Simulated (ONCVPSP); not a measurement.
# An ONCV potential for Mn, from input to tests

Task: generate the file, and judge it by its errors in other configurations, its logarithmic derivatives, its ghosts and its cutoff.

Method: ONCVPSP 4.0.1, PBE, fully relativistic.

## 1. The atom and the settings

The settings as typed:

```
element                 : manganese (Mn, Z = 25)
type                    : optimised norm-conserving Vanderbilt (ONCV)
frozen core             : [Ne]
valence charge          : 15
reference configuration : 3s2 3p6 3d5 4s1 (charge +1)
partial waves           : 3s+4s: rc 1.50 bohr, ncon 4, nbas 8, qcut 7.5 1/bohr, 2 projectors; 3p: rc 1.30 bohr, ncon 4, nbas 8, qcut 10.5 1/bohr, 2 projectors, debl 3.9 Ha; 3d: rc 1.95 bohr, ncon 4, nbas 9, qcut 9.3 1/bohr, 2 projectors, debl 3.8 Ha
local potential         : polynomial inside 1.15 bohr (lpopt 2, dvloc0 0 Ha)
core correction         : Teter function, fcfact 3, rcfact 1.4
```

The outer shells as boxes (Hund's rule for the drawing; the calculation is spin-unpolarised):

```
[Ne] core
3s [↑↓]
3p [↑↓][↑↓][↑↓]
3d [↑ ][↑ ][↑ ][↑ ][↑ ]
4s [↑ ]
```

The nodes and maxima of the atom's own shells, from an earlier all-electron run, set the scale for the radii.

All-electron outer shells of the reference configuration (PBE, scalar-relativistic, ld1.x):

```
shell  level (eV)  outermost node (bohr)  outermost maximum (bohr)
   2p     -638.32                      –                      0.19
   3s      -94.10                   0.34                      0.74
   3p      -62.83                   0.31                      0.75
   3d      -14.91                      –                      0.76
   4s      -11.88                   1.05                      2.38
   4p       -7.19                   1.15                      2.95
```

## 2. Generation

Mn.dat reads:

```
# ATOM AND REFERENCE CONFIGURATION
# atsym  z   nc   nv     iexc    psfile
  Mn 25.00    3    4        4      upf
#
#   n    l    f
    1    0    2.00
    2    0    2.00
    2    1    6.00
    3    0    2.00
    3    1    6.00
    3    2    5.00
    4    0    1.00
#
# PSEUDOPOTENTIAL AND OPTIMIZATION
# lmax
    2
#
#   l,   rc,      ep,       ncon, nbas, qcut
    0    1.50    0.00    4    8    7.50
    1    1.30    0.00    4    8   10.50
    2    1.95    0.00    4    9    9.30
#
# LOCAL POTENTIAL
# lloc, lpopt,  rc(5),   dvloc0
    4    2    1.15    0.00
#
# VANDERBILT-KLEINMAN-BYLANDER PROJECTORs
# l, nproj, debl
    0    2    1.70
    1    2    3.90
    2    2    3.80
#
# MODEL CORE CHARGE
# icmod, fcfact, rcfact
    3    3.00    1.40
#
# LOG DERIVATIVE ANALYSIS
# epsh1, epsh2, depsh
   -5.00    5.00    0.04
#
# OUTPUT GRID
# rlmax, drl
    6.00    0.01
#
# TEST CONFIGURATIONS
# ncnf
    4
# nvcnf
#   n    l    f
    4
    3    0    2.00
    3    1    6.00
    3    2    5.00
    4    0    2.00
#
    4
    3    0    2.00
    3    1    6.00
    3    2    5.00
    4    0    0.00
#
    4
    3    0    2.00
    3    1    6.00
    3    2    4.00
    4    0    0.00
#
    4
    3    0    2.00
    3    1    6.00
    3    2    5.50
    4    0    1.50
#
```

Launch:

```
$ oncvpspr.x < Mn.dat > Mn.out
```

Before running it: what results should come out? Wanted: cutoffs for 1 and 0.1 mHa per electron, occupied waves; bound ghosts; GHOST(+) flags; largest test error; largest phase difference near zero energy, channels read; rms error of d²Exc/dn², without and with the model core.

As calculated:

```
                                                quantity                         value
  cutoffs for 1 and 0.1 mHa per electron, occupied waves               31 Ha and 38 Ha
                                            bound ghosts                    none found
                                          GHOST(+) flags            none at low energy
                            largest test error (AE − PS)  +97 meV, for 3s2 3p6 3d4 4s0
largest phase difference near zero energy, channels read                     0.007 rad
 rms error of d²Exc/dn², without and with the model core             8.35 and 5.83 mHa
```

By total energies transferability is fair: the largest error is 97 meV on 48.1 eV, for 3s2 3p6 3d4 4s0. That test lies far up in energy; among those under 40 eV, nearer to bonding, the largest error is 4.8 meV. The potential is of middling hardness: the looser tolerance needs 31 Ha. The program's ghost test flags no bound state. Near zero energy the phases of the channels with partial waves agree within 0.007 rad. These are tests on the free atom; a crystal test is still owed.
